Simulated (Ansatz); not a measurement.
# GeH7NO (built from SMILES N.[OH][GeH3]): a barrier at many levels of theory

How high is the barrier of this step (Ge1–N7 formed, O2–H6 formed, Ge1–O2 broken, H6–N7 broken), and how far do cheaper methods land from CCSD(T)?

Method: single points in def2-TZVPP on PBE0-D4/def2-TZVP structures; program: Ansatz 0.2.0, Gaussian basis.

Levels: SPW92, PBE-D4, BLYP-D4, r2SCAN-D4, B97M-V, PBE0-D4, B3LYP-D4, r2SCAN0-D4, BHLYP-D4, CAM-B3LYP-D4, wB97X-V, wB97M-V, B2PLYP, PBE-QIDH, RPA on PBE, Hartree-Fock, MP2, CCSD, CCSD(T). The reference is CCSD(T) at the basis limit, from triple and quadruple zeta. Zero-point energies come from PBE0-D4 vibrations.

Correlated methods freeze the cores. Filled d shells of the heavier atoms are correlated. B3LYP uses VWN-RPA correlation. B2PLYP carries no dispersion term here.

23 further runs of the same task are left out: 23 set aside as unsound or not needed.

**1. The three structures**

Charge 0, multiplicity 1. The folders r, ts and p hold the start, the saddle and the end; their coordinates stand in the first inputs.

```csv
pair,r (Å),ts (Å),p (Å)
Ge1–N7,3.054,2.005,1.860
O2–H6,2.210,1.362,0.975
Ge1–O2,1.798,2.166,3.619
H6–N7,1.014,1.152,1.939
```

**2. wB97M-V/def2-TZVPP**

Input file r/in.yaml:

```yaml
crystal:
  periodic: [false, false, false]
  atoms:
    - {symbol: Ge, position_ang: [-0.881850, 0.760039, -0.690056]}
    - {symbol: O, position_ang: [-0.613651, 0.743701, 1.087532]}
    - {symbol: H, position_ang: [-1.371887, -0.615647, -1.151312]}
    - {symbol: H, position_ang: [-1.999392, 1.810343, -0.917530]}
    - {symbol: H, position_ang: [0.396634, 1.212251, -1.401764]}
    - {symbol: H, position_ang: [0.974662, -0.791904, 1.043956]}
    - {symbol: N, position_ang: [1.279277, -1.216447, 0.174679]}
    - {symbol: H, position_ang: [-1.193358, 1.370330, 1.523683]}
    - {symbol: H, position_ang: [1.135220, -2.215371, 0.248927]}
    - {symbol: H, position_ang: [2.274345, -1.057394, 0.081785]}
basis:
  gaussian: {orbitals: def2-TZVPP}
hamiltonian: {xc: {name: wB97M-V}}
```

Input file ts/in.yaml:

```yaml
crystal:
  periodic: [false, false, false]
  atoms:
    - {symbol: Ge, position_ang: [-0.429240, 0.336778, -0.791016]}
    - {symbol: O, position_ang: [0.045804, 1.074662, 1.189734]}
    - {symbol: H, position_ang: [-0.512260, -0.603808, -2.060223]}
    - {symbol: H, position_ang: [-1.910837, 0.432189, -0.382767]}
    - {symbol: H, position_ang: [0.334503, 1.558217, -1.311654]}
    - {symbol: H, position_ang: [0.549745, -0.186909, 1.088815]}
    - {symbol: N, position_ang: [0.697315, -0.957461, 0.245348]}
    - {symbol: H, position_ang: [-0.698765, 1.283058, 1.756231]}
    - {symbol: H, position_ang: [0.281343, -1.871597, 0.366672]}
    - {symbol: H, position_ang: [1.642391, -1.065230, -0.101240]}
basis:
  gaussian: {orbitals: def2-TZVPP}
hamiltonian: {xc: {name: wB97M-V}}
```

Input file p/in.yaml:

```yaml
crystal:
  periodic: [false, false, false]
  atoms:
    - {symbol: Ge, position_ang: [-0.420214, -0.015085, -1.316854]}
    - {symbol: O, position_ang: [0.290328, 1.325819, 1.968564]}
    - {symbol: H, position_ang: [-0.430742, -0.861166, -2.608737]}
    - {symbol: H, position_ang: [-1.858774, 0.183748, -0.824705]}
    - {symbol: H, position_ang: [0.290243, 1.317188, -1.569593]}
    - {symbol: H, position_ang: [0.376673, 0.503274, 1.451855]}
    - {symbol: N, position_ang: [0.496088, -0.851200, 0.069498]}
    - {symbol: H, position_ang: [-0.345720, 1.129135, 2.658058]}
    - {symbol: H, position_ang: [0.119994, -1.762361, 0.299275]}
    - {symbol: H, position_ang: [1.482124, -0.969451, -0.127462]}
basis:
  gaussian: {orbitals: def2-TZVPP}
hamiltonian: {xc: {name: wB97M-V}}
```

No record of the launch command was kept for these runs.

Further steps of the session: CCSD(T)/def2-TZVPP; MP2/def2-QZVPP; Vibrations of the start structure; Vibrations of the end structure.

**Question.** What will these runs give? Wanted: barrier, CCSD(T)/CBS; reverse barrier, CCSD(T)/CBS; step energy, CCSD(T)/CBS; barrier with zero-point energy; step energy with zero-point energy; imaginary mode at the saddle; largest T1 diagnostic.

The runs gave:

| quantity | value |
| --- | --- |
| barrier, CCSD(T)/CBS | 31.3 kcal/mol |
| reverse barrier, CCSD(T)/CBS | 28.7 kcal/mol |
| step energy, CCSD(T)/CBS | +2.6 kcal/mol |
| barrier with zero-point energy | 30.2 kcal/mol |
| step energy with zero-point energy | +2.6 kcal/mol |
| imaginary mode at the saddle | 706i cm⁻¹ |
| largest T1 diagnostic | 0.012 |

B97M-V is the best functional here (+0.1 kcal/mol from CCSD(T)/CBS); SPW92 is the worst (-13.6 kcal/mol). Mean unsigned error by rung: LDA 13.6, GGA 5.3, meta-GGA 2.2, hybrid 2.4, range-separated hybrid 1.0, double hybrid 1.3 kcal/mol. PBE-D4 gives a barrier 7.0 kcal/mol too low, outside chemical accuracy (1 kcal/mol). The barrier rises with the share of exact exchange, from BLYP-D4 through B3LYP-D4 to BHLYP-D4 (-3.6, -1.5, +2.1 kcal/mol). Hartree-Fock, with no correlation, is off by +11.5 kcal/mol. Zero-point motion lowers the barrier by 1.2 kcal/mol.
